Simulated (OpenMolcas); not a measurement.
**Fe²⁺ among point charges: CASSCF levels and susceptibility**

Aim: the splitting of the states of Fe²⁺ in the field of 6 point charges, its lowest levels with spin-orbit coupling and its magnetic susceptibility.

Method: state-averaged CASSCF, spin-orbit coupling by RASSI with atomic mean-field integrals. Code: OpenMolcas 26.06.

1 further run of the same task is left out (it didn't finish).

### 1 What is computed

| Item | Value |
| --- | --- |
| Species | Fe²⁺ (iron, Z = 26, 24 electrons) |
| Basis | ANO-RCC-VTZP [6s5p3d2f1g], 59 functions |
| Scalar Hamiltonian | DKH2, point nucleus |
| Inactive shells | 1s 2s 2p 3s 3p |
| Active space | 6 electrons in 5 orbitals (3d) |
| Some configurations of this space | 3d⁶ |
| Orbitals | optimised for each spin and parity, averaged over all roots |

The outer shells:

3d6
```
3d [↑↓][↑ ][↑ ][↑ ][↑ ]
```

The ion sits among 6 point charges of -2 e arranged as a trigonal antiprism (D3d), 1.89 Å from the ion, with a polar angle of 56.9° against the regular 54.74°. The active orbitals were held to one l.

The work runs as a chain of OpenMolcas steps in one folder; each step below is one input file. Labels, J, g values, rates, χT and fits are worked out afterwards by a script from the matrices that RASSI stores. The input lists half of the charges; inversion (Group=XYZ) makes the rest.

### 2 GATEWAY and SEWARD: basis and integrals

The input, a.inp:

```
&GATEWAY
Coord
1

Fe 0.0 0.0 0.0
Basis=ANO-RCC-VTZP
Group=XYZ
NoMove
AngMom=0.0 0.0 0.0
AMFI
XField
3 Angstrom 0
0.000000 1.583739 1.031441 -2.000000
1.371558 -0.791870 1.031441 -2.000000
1.371558 0.791870 -1.031441 -2.000000
&SEWARD
```

Started as:

```
> OMP_NUM_THREADS=1 MOLCAS_MEM=1689 MOLCAS_PROJECT=a pymolcas a.inp > a.log
```

### 3 CASSCF: quintets of even parity, 5 roots

The input, a.inp:

```
&RASSCF
FileOrb=start.orb
Symmetry=1
Spin=5
nActEl=6 0 0
Inactive=3 6
Ras2=5 0
CIRoot=5 5 1
SDav=5
CIMx=300
Iter=120 100
PrWF=0.3
OrbListing=Nothing
MaxOrb=0
SupSym
1
15 4 5 6 7 8 12 13 14 15 16 17 18 19 20 21
0
LevShft=1.5
>>> COPY $Project.JobIph JOB001
```

start.orb holds the contracted functions of the basis, ordered by shell, or the orbitals of the step before.

### 4 Reference wave functions, triplets of even parity, 45 roots

The input, a.inp:

```
&RASSCF
FileOrb=start.orb
Symmetry=1
Spin=3
nActEl=6 0 0
Inactive=3 6
Ras2=5 0
CIRoot=45 45 1
SDav=45
CIMx=300
Iter=120 100
PrWF=0.3
OrbListing=Nothing
MaxOrb=0
SupSym
1
15 4 5 6 7 8 12 13 14 15 16 17 18 19 20 21
0
>>> COPY $Project.JobIph JOB002
```

### 5 Reference wave functions, singlets of even parity, 50 roots

The input, a.inp:

```
&RASSCF
FileOrb=start.orb
Symmetry=1
Spin=1
nActEl=6 0 0
Inactive=3 6
Ras2=5 0
CIRoot=50 50 1
SDav=50
CIMx=300
Iter=120 100
PrWF=0.3
OrbListing=Nothing
MaxOrb=0
SupSym
1
15 4 5 6 7 8 12 13 14 15 16 17 18 19 20 21
0
>>> COPY $Project.JobIph JOB003
```

### 6 State interaction with spin-orbit coupling

The input, a.inp:

```
&RASSI
NrOfJobIphs=3 5 45 50
1 2 3 4 5
1 2 3 4 5 6 7 8 9 10 11 12 13 14 15 16 17 18 19 20 21 22 23 24 25 26 27
28 29 30 31 32 33 34 35 36 37 38 39 40 41 42 43 44 45
1 2 3 4 5 6 7 8 9 10 11 12 13 14 15 16 17 18 19 20 21 22 23 24 25 26 27
28 29 30 31 32 33 34 35 36 37 38 39 40 41 42 43 44 45 46 47 48 49 50
IphNames
JOB001
JOB002
JOB003
EJob
SpinOrbit
DIPRint=1.0
SOCoupling=1000.0
Subsets=2
Property=9
'ANGMOM' 1 'ANGMOM' 2 'ANGMOM' 3 'MLTPL  1' 1 'MLTPL  1' 2 'MLTPL  1' 3
'AMFI' 1 'AMFI' 2 'AMFI' 3
SOProperty=3
'ANGMOM' 1 'ANGMOM' 2 'ANGMOM' 3
```

Before running it: what results should come out? Wanted: spin-free ground state; first state of the same spin within the active space; lowest level; next level.

The runs gave:

| quantity | value |
| --- | --- |
| method | CASSCF |
| spin-free ground state | 5A1, 1-fold in its orbital part |
| first state of the same spin within the active space | 5E at 2070 cm⁻¹ |
| lowest level | 1-fold A1 |
| next level | 10.9 cm⁻¹ |
| χT at 300 K | 3.45 cm³ K/mol |
| effective moment at 300 K | 5.25 μB |

What this shows: The spin-free ground state (5A1) comes to 100 % from free-ion D terms and keeps the highest spin of the shell. χT at 300 K is 3.45, against 3.01 cm³ K/mol for the spin alone, so orbital moment adds to it. An active space of the d shell alone favours high spin; real ions in strong fields can be low spin. The field of point charges can differ much from that of real complexes. With metal d orbitals alone active, the gaps between spin states are rough; where two lie within a few thousand cm-1, their order is open. Point charges carry no covalency, so the field is a model and not that of real ligands.
